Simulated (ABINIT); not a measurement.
## BiTe in ABINIT: the effect of functional

BiTe:

```
Bi Te
1.0
     0.00000    3.23500    3.23500
     3.23500    0.00000    3.23500
     3.23500    3.23500    0.00000
Bi Te
1 1
Direct
  0.00000 0.00000 0.00000
  0.50000 0.50000 0.50000
```

Alike in all runs:

```yaml
Program: ABINIT 10.8.3 (patched build)
Task: single point
Potentials_or_basis: JTH PAW PBE v2.0
Cutoff: 707 eV
k_mesh: 7 × 7 × 7
Occupations: fermi-dirac, width 0.05 eV
Spin: no spin polarisation
```

Task: One run gave: pressure 4.3 GPa. Which functional did it use?
A. r2SCAN
B. SCAN
C. AM05
D. PW91
E. BLYP

Result: E.

```tsv
functional	pressure (GPa)
LDA	-2.9
PBEsol	-1.8
RPBE	1.9
BLYP	4.3
AM05	-1.6
r2SCAN	-0.2
SCAN	-1.6
revPBE	1.5
PW91	0.6
WC	-1.7
```

Caveats: the PAW data sets were made with another functional, which shifts forces and pressure a little.

Runs at the PBE level aren't shown here.
